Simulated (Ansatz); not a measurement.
This was printed by a script on the Python package of Ansatz (0.2.0), for a single point in a Gaussian basis of BClFH3OSi, SMILES O[SiH2]B(F)Cl. What did the script look like? Settings: PBE0, cc-pVDZ basis, multiplicity 1, D4 dispersion.

```xyz
8

O    -0.2803   -0.1481    1.8169
Si    0.5315   -0.4203    0.3548
B    -0.5739    0.1094   -1.1844
F    -0.8415   -0.8622   -2.1659
Cl   -1.0851    1.8511   -1.3699
H    -0.3521    0.9004    1.8730
H     1.8183    0.3493    0.3585
H     0.8752   -1.8368    0.2613
```

Output of `python bclfh3osi.py`:
```text
reference energy    -25879.199364 eV
total energy        -25879.348696 eV
occupied orbitals outside the frozen core (up, down): [28, 28]  frozen: 0  virtual: [65, 65]
mean field: -951.0430351 Ha, <S^2> = 0.0000, stability: minimum
HOMO -8.250 eV, LUMO -2.178 eV, gap 6.072 eV
```

The script that was run (others could print the same):

`bclfh3osi.py`
```python
'''Single point of BClFH3OSi in a Gaussian basis.'''

from dataclasses import dataclass
from pathlib import Path
import json

import ansatz as az


@dataclass(frozen=True)
class Options:
    basis_set: str = 'cc-pVDZ'
    functional: str = 'pbe0'
    dispersion: str = 'd4'


opts = Options()

geometry_ang = [
    ('O', (-0.2803, -0.1481, 1.8169)),
    ('Si', (0.5315, -0.4203, 0.3548)),
    ('B', (-0.5739, 0.1094, -1.1844)),
    ('F', (-0.8415, -0.8622, -2.1659)),
    ('Cl', (-1.0851, 1.8511, -1.3699)),
    ('H', (-0.3521, 0.9004, 1.873)),
    ('H', (1.8183, 0.3493, 0.3585)),
    ('H', (0.8752, -1.8368, 0.2613)),
]
bclfh3osi = az.Crystal.molecule()
for symbol, xyz in geometry_ang:
    bclfh3osi = bclfh3osi.atom(symbol, xyz)

calculation = (
    bclfh3osi.calculation()
    .basis(gaussian=opts.basis_set)
    .functional(opts.functional, dispersion=opts.dispersion)
    .orbitals()
)
outcome = calculation.run(threads=1, runs_dir='bclfh3osi_runs')
rep = outcome.report

print('reference energy %16.6f eV' % rep['reference_energy_ev'])
print('total energy     %16.6f eV' % rep['free_energy_ev'])
print('occupied orbitals outside the frozen core (up, down):', rep['n_occupied'], ' frozen:', rep['n_frozen'], ' virtual:', rep['n_virtual'])

state = rep['mean_field']['state']
print(f'mean field: {state["energy"]["hartree"]:.7f} Ha, <S^2> = {abs(state["spin_squared"]):.4f}, stability: {state.get("stability", {}).get("kind")}')

lines = Path(rep['orbitals_path']).read_text().splitlines()
field_of = lambda key: [line.split('=')[1].strip() for line in lines if line.startswith(key)]
orbitals = [(27.211386 * float(e), s, float(n)) for e, s, n in zip(field_of('Ene='), field_of('Spin='), field_of('Occup='))]
homo = max(e for e, _, n in orbitals if n > 0.5)
lumo = min(e for e, _, n in orbitals if n < 0.5)
print(f'HOMO {homo:.3f} eV, LUMO {lumo:.3f} eV, gap {lumo - homo:.3f} eV')
with open('bclfh3osi.json', 'w') as handle:
    json.dump({k: rep[k] for k in ('free_energy_ev', 'reference_energy_ev', 'n_occupied', 'n_virtual')}, handle, indent=1)
```

Total energies depend on the basis set; only differences at equal settings carry meaning. The geometry is a force-field or estimated start, not a minimum of this method, and the basis set is short of its limit. Total less reference energy is the dispersion correction. Levels such as HOMO and LUMO are orbital energies: with these approximate functionals they aren't the ionisation energy and electron affinity, and their gap isn't the fundamental gap. The whole script took 4 s on 1 thread of Arm Neoverse V1 (shared host), peak memory 0.24 GiB.

(Lines on the test bed's own set-up are left out of the output.)
